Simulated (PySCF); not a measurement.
# C₆H₉O+: geometry, NMR shifts, spin-spin couplings and electronic excitations

Wanted: the NMR shifts, spin-spin couplings and electronic excitations of C₆H₉O+ (`C#C[C+](C)COC`), by calculation.

Computed with PySCF 2.14.0, with density-fitted response routines of our own, on a single molecule in the gas phase. Atoms count from 0, in the outputs and in this text.

### Step 1. The starting structure

16 atoms, charge 1, multiplicity 1; geometry from: GFN2-xTB.

Bonds of the start (Å): C0–C1 1.21, C1–C2 1.38, C2–C3 1.44, C2–C4 1.47, C4–O5 1.38, O5–C6 1.42, C0–H7 1.06, C3–H8 1.10, C3–H9 1.09, C3–H10 1.10, C4–H11 1.11, C4–H12 1.11, C6–H13 1.09, C6–H14 1.09, C6–H15 1.09.

### Step 2. Geometry optimisation at PBE0-D3(BJ)/def2-SVP

What the job is given:

```
{"job": {"xc": "PBE0", "basis": "def2-SVP", "d3": "d3bj", "grid": 1, "kind": "geom"}, "charge": 1, "multiplicity": 1}
C      2.450769     2.253311    -0.706165
C      1.731705     1.321751    -0.420872
C      0.944748     0.235140    -0.085538
C      1.528772    -1.027966     0.300870
C     -0.516629     0.359522    -0.118569
O     -1.141105    -0.817571     0.246953
C     -2.558851    -0.769039     0.262314
H      3.072674     3.068335    -0.956822
H      1.133377    -1.814012    -0.356643
H      2.614491    -1.031137     0.313699
H      1.111002    -1.325731     1.271993
H     -0.816128     0.695453    -1.133851
H     -0.810340     1.210212     0.531722
H     -2.922650    -0.031169     0.982275
H     -2.886275    -1.760887     0.563232
H     -2.958359    -0.539399    -0.728857
```

**Question.** This job is followed by: GIAO PBE0/pcSseg-1 NMR shielding, non-relativistic, gas phase; B3LYP/pcJ-1 indirect spin-spin coupling, non-relativistic, gas phase; TDDFT CAM-B3LYP/def2-SVPD, vertical, gas phase, core orbitals frozen in the response. What will the session give for the following? point group; rotational constants (main isotopes); 13C shifts against TMS (PBE0/pcSseg-1); 1H shifts against TMS (PBE0/pcSseg-1, means over atoms taken as alike); 17O shifts against H2O (PBE0/pcSseg-1); largest coupling of the table (B3LYP/pcJ-1); lowest singlet (CAM-B3LYP/def2-SVPD); brightest single state of those computed; lowest triplet; vertical ionisation energy (ΔSCF); vertical electron affinity (ΔSCF).

As calculated:

```
                                                              quantity                                     value
                                                           point group                                        Cs
                                  rotational constants (main isotopes)                      6.35, 1.38, 1.16 GHz
                                13C shifts against TMS (PBE0/pcSseg-1)  284.9, 210.0, 96.0, 93.5, 61.7, 52.6 ppm
1H shifts against TMS (PBE0/pcSseg-1, means over atoms taken as alike)               10.50, 5.42, 4.29, 3.97 ppm
                                17O shifts against H2O (PBE0/pcSseg-1)                                  63.9 ppm
                           largest coupling of the table (B3LYP/pcJ-1)                   1J(C,H) C0–H7, 302.6 Hz
                                  lowest singlet (CAM-B3LYP/def2-SVPD)               3.11 eV (398 nm), f = 0.000
                              brightest single state of those computed               state 4, 5.04 eV, f = 0.178
                                                        lowest triplet                                   2.51 eV
                                     vertical ionisation energy (ΔSCF)                                  14.62 eV
                                     vertical electron affinity (ΔSCF)                                   7.16 eV
```

Relaxing lowered the energy by 0.053 eV in 4 steps; the close pair that moved most is C0–H7, from 1.055 to 1.082 Å. No frequency check was run at this level, so the end point may be a saddle. The most deshielded carbon is C2 (carbocation centre), at 284.9 ppm: the empty p orbital gives low-energy magnetic excitations and strong deshielding. At PBE0/pcSseg-1: The largest span, 474 ppm, is at C2, where the paramagnetic term is -361 ppm. Of the pairs tabulated at B3LYP/pcJ-1, C0–H7 couples most strongly (302.6 Hz; Fermi contact 306.2 Hz). Couplings across rotatable bonds belong to this one conformer; where others are populated, the observed values are averages. The lowest singlet, at 3.11 eV, is HOMO−1→LUMO 0.80, HOMO−2→LUMO 0.18 and is dark; of the 10 states computed, the strongest absorption comes from state 4 at 5.04 eV (the last state computed is bright too, and its partners may lie past the list). The lowest triplet lies 0.60 eV below the lowest singlet (triplets in Tamm-Dancoff, singlets in full TDDFT). The orbital energy would give 13.77 eV for ionisation, ΔSCF gives 14.62 eV.
